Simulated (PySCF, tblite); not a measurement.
**C₆H₁₆GeSi: geometry, infrared bands and NMR shifts**

What infrared bands and NMR shifts should C₆H₁₆GeSi (`C[Si](C)([GeH3])C1CCC1`) show?

The runs use tblite 0.8.0 and PySCF 2.14.0, with density-fitted response routines of our own; the level of theory stands in each step. All values are computed, except where a source is named. Atoms count from 0, in the outputs and in this text.

## Step 1: The molecule as given

24 atoms, charge 0, multiplicity 1; geometry from: force field or distance geometry start.

Bonds of the start (Å): C0–Si1 1.87, Si1–C2 1.85, Si1–Ge3 2.32, Si1–C4 1.89, C4–C5 1.52, C5–C6 1.53, C6–C7 1.51, C7–C4 1.54, C0–H8 1.11, C0–H9 1.12, C0–H10 1.10, C2–H11 1.10, C2–H12 1.10, C2–H13 1.11, Ge3–H14 1.54, Ge3–H15 1.57, Ge3–H16 1.55, C4–H17 1.12, C5–H18 1.12, C5–H19 1.12, C6–H20 1.11, C6–H21 1.11, C7–H22 1.10, C7–H23 1.11.

## Step 2: Relaxing the molecule with GFN2-xTB

Job settings and geometry (Å):

```
{"job": {"kind": "relax", "xc": "GFN2-xTB", "basis": "xTB"}, "charge": 0, "multiplicity": 1}
C     -1.821200    -1.180300     1.279000
Si    -0.947600    -0.244400    -0.083700
C     -1.732900    -0.644100    -1.710700
Ge    -1.120900     2.032700     0.320100
C      0.862000    -0.796900    -0.111600
C      1.678100    -0.337600     1.080800
C      2.558800     0.507000     0.159900
C      1.751500     0.048400    -1.034700
H     -1.752800    -2.270900     1.089300
H     -2.900700    -0.874800     1.302400
H     -1.364200    -0.943400     2.255600
H     -1.224900    -0.087900    -2.518700
H     -1.675000    -1.728700    -1.899000
H     -2.804900    -0.339300    -1.688700
H     -0.399800     2.816400    -0.794300
H     -0.472200     2.362200     1.706800
H     -2.617100     2.424400     0.359100
H      0.971400    -1.890500    -0.311300
H      1.123900     0.285600     1.824300
H      2.252100    -1.171600     1.557600
H      3.607700     0.154400     0.134900
H      2.451300     1.596700     0.357400
H      2.349400    -0.575900    -1.722800
H      1.216400     0.878400    -1.544300
```

The run is started by

```console
> OMP_NUM_THREADS=1 python probes_run.py task.json out
```

The driver reads the jobs from task.json and runs them one after another.

Standard output:

```text
step      E/eV     max force
  0    -669.71360    1.380
  1    -669.88624    0.755
  2    -669.96575    0.566
  3    -670.02794    0.467
  4    -670.07579    0.384
  5    -670.10531    0.368
  6    -670.12736    0.414
  7    -670.14412    0.360
  8    -670.15627    0.264
  9    -670.16478    0.212
 10    -670.17123    0.143
 11    -670.17662    0.165
 12    -670.18066    0.191
 13    -670.18306    0.134
 14    -670.18414    0.052
 15    -670.18452    0.031
 16    -670.18468    0.026
 17    -670.18480    0.023
 18    -670.18491    0.023
 19    -670.18502    0.023
 20    -670.18513    0.023
 21    -670.18523    0.021
 22    -670.18531    0.021
 23    -670.18537    0.021
 24    -670.18544    0.030
 25    -670.18554    0.030
 26    -670.18565    0.027
 27    -670.18578    0.026
 28    -670.18591    0.027
 29    -670.18605    0.031
 30    -670.18618    0.024
 31    -670.18627    0.027
 32    -670.18633    0.022
 33    -670.18638    0.018
 34    -670.18642    0.016
 35    -670.18647    0.021
 36    -670.18653    0.033
 37    -670.18662    0.036
 38    -670.18673    0.028
 39    -670.18684    0.022
 40    -670.18694    0.020
 41    -670.18703    0.027
 42    -670.18712    0.027
 43    -670.18724    0.029
 44    -670.18737    0.027
 45    -670.18749    0.024
 46    -670.18759    0.022
 47    -670.18768    0.032
 48    -670.18778    0.034
 49    -670.18795    0.047
 50    -670.18826    0.080
 51    -670.18877    0.102
 52    -670.18937    0.088
 53    -670.18989    0.067
 54    -670.19031    0.060
 55    -670.19075    0.070
 56    -670.19134    0.104
 57    -670.19211    0.107
 58    -670.19284    0.065
 59    -670.19360    0.052
 60    -670.19407    0.076
 61    -670.19543    0.105
 62    -670.19623    0.078
 63    -670.19676    0.039
 64    -670.19706    0.043
 65    -670.19744    0.049
 66    -670.19787    0.056
 67    -670.19819    0.040
 68    -670.19832    0.062
 69    -670.19852    0.029
 70    -670.19865    0.022
 71    -670.19881    0.022
 72    -670.19890    0.017
 73    -670.19895    0.015
 74    -670.19899    0.015
 75    -670.19904    0.015
 76    -670.19907    0.011
 77    -670.19910    0.010
```

It took 3.2 s on 1 thread of AMD EPYC, shared host; peak memory 0.18 GiB.

Along the way: (not every step is listed)

| step | energy from step 0 (eV) | largest force (eV/Å) |
| --- | --- | --- |
| 0 | 0.0000 | 1.3796 |
| 1 | -0.1726 | 0.7545 |
| 2 | -0.2521 | 0.5655 |
| 3 | -0.3143 | 0.4668 |
| 4 | -0.3622 | 0.3843 |
| 5 | -0.3917 | 0.3678 |
| 6 | -0.4138 | 0.4145 |
| 7 | -0.4305 | 0.3597 |
| 8 | -0.4427 | 0.2643 |
| 14 | -0.4705 | 0.0522 |
| 20 | -0.4715 | 0.0227 |
| 26 | -0.4720 | 0.0266 |
| 32 | -0.4727 | 0.0225 |
| 38 | -0.4731 | 0.0284 |
| 44 | -0.4738 | 0.0271 |
| 50 | -0.4747 | 0.0798 |
| 56 | -0.4777 | 0.1044 |
| 62 | -0.4826 | 0.0776 |
| 68 | -0.4847 | 0.0615 |
| 72 | -0.4853 | 0.0173 |
| 73 | -0.4853 | 0.0148 |
| 74 | -0.4854 | 0.0149 |
| 75 | -0.4854 | 0.0149 |
| 76 | -0.4855 | 0.0112 |
| 77 | -0.4855 | 0.0097 |

Close pairs (by a distance rule), those that changed most:

| bond | before (Å) | after (Å) | change (Å) |
| --- | --- | --- | --- |
| Ge3–H15 | 1.566 | 1.503 | -0.063 |
| Si1–C2 | 1.850 | 1.907 | +0.057 |
| Si1–Ge3 | 2.319 | 2.365 | +0.046 |
| Ge3–H16 | 1.547 | 1.503 | -0.044 |
| Ge3–H14 | 1.541 | 1.503 | -0.038 |
| C0–Si1 | 1.870 | 1.907 | +0.037 |
| C0–H9 | 1.122 | 1.086 | -0.036 |
| C5–H19 | 1.119 | 1.089 | -0.030 |

The final coordinates are the input of the step that follows.

## Step 3: Vibrational analysis with GFN2-xTB

Job settings and geometry (Å):

```
{"job": {"kind": "ir", "xc": "GFN2-xTB", "basis": "xTB"}, "charge": 0, "multiplicity": 1}
C     -1.862322    -1.224462     1.309126
Si    -0.938158    -0.300028    -0.079337
C     -1.768842    -0.674590    -1.754510
Ge    -0.992157     2.027831     0.333913
C      0.884440    -0.865191    -0.128173
C      1.717799    -0.396112     1.079548
C      2.409124     0.639497     0.185732
C      1.778081    -0.013134    -1.049196
H     -1.897468    -2.294281     1.127624
H     -2.885636    -0.868882     1.386434
H     -1.385981    -1.068512     2.272508
H     -1.239874    -0.195950    -2.573305
H     -1.800060    -1.740085    -1.960428
H     -2.790571    -0.306453    -1.763167
H     -0.301024     2.892146    -0.683502
H     -0.372859     2.483069     1.625652
H     -2.361429     2.643604     0.399997
H      0.957291    -1.937278    -0.318740
H      1.155146     0.014057     1.919113
H      2.396820    -1.158189     1.458996
H      3.497279     0.643002     0.216536
H      2.047445     1.653416     0.357816
H      2.483924    -0.602473    -1.632515
H      1.257299     0.668764    -1.722565
```

Standard output:

```text
mode    cm-1     km/mol
  1      52.9      0.00
  2      86.1      0.40
  3      90.4      0.07
  4     102.0      0.30
  5     104.0      0.10
  6     105.7      0.40
  7     110.2      0.14
  8     123.3      2.28
  9     148.5      8.79
 10     166.4      3.32
 11     284.3     12.70
 12     291.7     11.92
 13     333.7     18.64
 14     370.7     19.94
 15     378.9     20.49
 16     620.1     61.80
 17     695.6     18.61
 18     724.4     10.97
 19     739.3     13.76
 20     780.2      1.39
 21     797.7    794.24
 22     801.5     64.63
 23     819.7      9.75
 24     823.9     61.78
 25     841.1     28.33
 26     844.7     52.42
 27     896.4    163.71
 28     902.5    137.23
 29    1002.0      0.24
 30    1004.2      8.79
 31    1038.2      9.00
 32    1042.5      1.31
 33    1064.2      2.11
 34    1101.4      5.76
 35    1180.8      0.02
 36    1184.2      1.71
 37    1221.1      0.97
 38    1248.9      0.28
 39    1249.0      4.77
 40    1264.8      0.13
 41    1266.3      0.65
 42    1364.6     16.65
 43    1367.0      7.95
 44    1468.9      0.51
 45    1478.3      0.01
 46    1480.4      0.08
 47    1482.4      0.82
 48    1483.4      0.87
 49    1484.5      0.46
 50    1495.1      0.94
 51    1909.5    267.43
 52    1999.9    538.85
 53    2003.6    564.02
 54    2948.2     38.60
 55    2961.7     22.41
 56    2964.9     34.10
 57    2984.5     47.12
 58    2997.6     48.10
 59    2999.3     51.68
 60    3009.4    101.38
 61    3033.1      6.20
 62    3035.6     16.29
 63    3037.1      3.98
 64    3037.6     57.52
 65    3038.8     14.02
 66    3041.5     52.97
```

It took 6.5 s on 1 thread of AMD EPYC, shared host; peak memory 0.18 GiB.

The strongest bands and the atoms that carry them (share of the mass-weighted mode):

| cm⁻¹ | km/mol | atoms |
| --- | --- | --- |
| 798 | 794.2 | H14 20 %, H15 20 %, H16 17 % |
| 802 | 64.6 | Si1 23 %, H11 21 %, H10 20 %, C2 11 % |
| 896 | 163.7 | H15 42 %, H14 41 %, H16 15 % |
| 902 | 137.2 | H16 49 %, H14 25 %, H15 23 % |
| 1910 | 267.4 | H14 35 %, H15 35 %, H16 30 % |
| 2000 | 538.9 | H14 54 %, H15 44 % |
| 2004 | 564.0 | H16 68 %, H15 20 % |
| 3009 | 101.4 | H20 52 %, H22 20 %, H19 20 % |

## Step 4: Shielding tensors: PBE0/pcSseg-1

The job, as its differences from that of step 3:

```diff
@@ -1,2 +1,2 @@
-{"job": {"kind": "ir", "xc": "GFN2-xTB", "basis": "xTB"}, "charge": 0, "multiplicity": 1}
+{"job": {"kind": "nmr", "xc": "PBE0", "basis": "pcSseg-1"}, "charge": 0, "multiplicity": 1}
 C     -1.862322    -1.224462     1.309126
```

Method: GIAO PBE0/pcSseg-1 NMR shielding, non-relativistic, gas phase.

Standard output:

```text
coarse grid: 84464 points
cycle   1  E = -2603.7168721058  dE = -5.782e-02  |g| = 9.627e-01  |ddm| = 4.427e+00
cycle   2  E = -2603.6816419436  dE =  3.523e-02  |g| = 9.858e-01  |ddm| = 1.178e+00
cycle   3  E = -2603.8188495914  dE = -1.372e-01  |g| = 9.390e-02  |ddm| = 7.607e-01
cycle   4  E = -2603.8205471238  dE = -1.698e-03  |g| = 3.182e-02  |ddm| = 1.298e-01
cycle   5  E = -2603.8207922231  dE = -2.451e-04  |g| = 7.753e-03  |ddm| = 4.057e-02
cycle   6  E = -2603.8208078420  dE = -1.562e-05  |g| = 1.129e-03  |ddm| = 9.701e-03
cycle   7  E = -2603.8208081872  dE = -3.451e-07  |g| = 3.117e-04  |ddm| = 2.359e-03
final grid: 178168 points
cycle   8  E = -2603.8208600507  dE = -1.396e-07  |g| = 3.097e-04  |ddm| = 3.549e-03
cycle   9  E = -2603.8208600464  dE =  4.267e-09  |g| = 3.423e-04  |ddm| = 7.696e-04
cycle  10  E = -2603.8208600747  dE = -2.828e-08  |g| = 3.232e-05  |ddm| = 3.742e-04
cycle  11  E = -2603.8208600750  dE = -2.456e-10  |g| = 7.611e-06  |ddm| = 4.379e-05
converged SCF energy = -2603.8208600750

GIAO shielding tensors (ppm)
atom      isotropic    diamagn.    paramagn.     s11        s22        s33       span
  0 C      189.633     253.657     -64.024    184.245    187.937    196.716     12.471
  1 Si     352.298     880.536    -528.238    336.097    346.102    374.695     38.598
  2 C      189.630     253.660     -64.030    184.227    187.932    196.731     12.504
  3 Ge    1728.468    2758.832   -1030.365   1705.600   1719.589   1760.214     54.614
  4 C      166.576     252.982     -86.406    155.213    168.471    176.043     20.830
  5 C      163.852     250.446     -86.593    152.949    156.897    181.711     28.762
  6 C      166.875     253.359     -86.484    153.284    166.301    181.042     27.758
  7 C      163.836     250.461     -86.625    152.938    156.886    181.682     28.744
  8 H       31.622      30.789       0.833     26.865     28.388     39.614     12.749
  9 H       31.597      30.146       1.451     26.644     29.362     38.785     12.141
 10 H       31.399      31.820      -0.421     26.487     29.981     37.730     11.243
 11 H       31.401      31.838      -0.436     26.491     29.998     37.716     11.225
 12 H       31.626      30.803       0.824     26.870     28.388     39.622     12.751
 13 H       31.601      30.154       1.447     26.653     29.357     38.793     12.140
 14 H       28.627      30.914      -2.287     21.825     23.676     40.380     18.554
 15 H       28.628      30.911      -2.283     21.828     23.660     40.397     18.569
 16 H       28.821      30.369      -1.548     22.027     23.069     41.367     19.340
 17 H       29.897      33.853      -3.956     25.637     29.067     34.987      9.350
 18 H       29.935      32.525      -2.590     25.965     29.690     34.148      8.183
 19 H       29.276      31.391      -2.115     25.780     26.584     35.464      9.684
 20 H       29.687      30.014      -0.327     25.784     26.181     37.096     11.312
 21 H       29.652      32.049      -2.397     25.043     30.922     32.990      7.947
 22 H       29.276      31.402      -2.126     25.780     26.586     35.461      9.681
 23 H       29.934      32.540      -2.607     25.965     29.713     34.123      8.158
```

It took 3.1 min on 1 thread of AMD EPYC, shared host; peak memory 1.2 GiB.

The references, computed at this level on geometries of the same kind, shield at (ppm): 1H TMS 31.72, 13C TMS 186.9, 29Si TMS 349.2, 73Ge GeMe4 1331. Their shielding less the atom's gives the shift. The references are single molecules in the gas phase. Atoms listed in one row are averaged.

| atoms | environment | σ (ppm) | δ (ppm) |
| --- | --- | --- | --- |
| C5, C7 | sp3 CH2 in a ring | 163.8 | 23.1 |
| C4 | sp3 CH bonded to Si | 166.6 | 20.3 |
| C6 | sp3 CH2 in a ring | 166.9 | 20.0 |
| C0, C2 | methyl carbon bonded to Si | 189.6 | -2.7 |
| H14, H15, H16 | hydrogen on a germanium bonded to Si | 28.69 | 3.02 |
| H19, H22 | hydrogen on an sp3 CH2 in a ring | 29.28 | 2.44 |
| H21 | hydrogen on an sp3 CH2 in a ring | 29.65 | 2.07 |
| H20 | hydrogen on an sp3 CH2 in a ring | 29.69 | 2.03 |
| H17 | hydrogen on an sp3 CH bonded to Si | 29.90 | 1.82 |
| H18, H23 | hydrogen on an sp3 CH2 in a ring | 29.93 | 1.78 |
| H8, H9, H10, H11, H12, H13 | hydrogen on a methyl carbon bonded to Si | 31.54 | 0.18 |
| Si1 | silicon bonded to 3 C, Ge | 352.3 | -3.1 |
| Ge3 | germanium bonded to Si, 3 H | 1728 | -398 |

The run also stored atomic charges by several schemes (e):

| atoms | Mulliken | IAO | Hirshfeld | ESP fit |
| --- | --- | --- | --- | --- |
| C0, C2 | -0.59 | -0.71 | -0.21 | -0.79 |
| Si1 | 0.79 | 0.82 | 0.33 | 0.68 |
| Ge3 | -0.20 | 0.12 | 0.18 | 0.04 |
| C4 | -0.56 | -0.38 | -0.12 | -0.01 |
| C5, C7 | -0.17 | -0.26 | -0.07 | -0.19 |
| C6 | -0.24 | -0.26 | -0.07 | 0.05 |

Mayer bond orders: C0–Si1 0.98, Si1–C2 0.98, Si1–Ge3 0.90, Si1–C4 0.84, C4–C5 1.02, C5–C6 1.05, C6–C7 1.05, C7–C4 1.02.

Ring of atoms C4, C5, C6, C7: NICS(0) 1.3, NICS(1) 0.2, NICS(1)zz 1.8 ppm (means of both faces).

## Step 5: Summary of results

| quantity | value |
| --- | --- |
| strongest single infrared mode (GFN2-xTB) | 798 cm⁻¹, 794 km/mol |
| zero-point energy (GFN2-xTB) | 123.0 kcal/mol |
| 13C shifts against TMS (PBE0/pcSseg-1, means over atoms taken as alike) | 23.1, 20.3, 20.0, -2.7 ppm |
| 1H shifts against TMS (PBE0/pcSseg-1, means over atoms taken as alike) | 3.02, 2.44, 2.07, 2.03, 1.82, 1.78, 0.18 ppm |
| 29Si shifts against TMS (PBE0/pcSseg-1) | -3.1 ppm |
| 73Ge shifts against GeMe4 (PBE0/pcSseg-1) | -398 ppm |

The optimisation took 77 steps and gained 0.486 eV; among the close pairs (by a distance rule), Ge3–H15 changed most, from 1.566 to 1.503 Å. All 66 modes are real, so the xTB geometry is a minimum. Unscaled tight-binding wavenumbers are off by several per cent, some by more. Its intensities can rank the bands wrongly. At PBE0/pcSseg-1: Shielding is most anisotropic at Ge3 (span 55 ppm, paramagnetic term -1030 ppm). Spin-orbit coupling is left out, which matters for shieldings and couplings at and beside the heavy atoms.
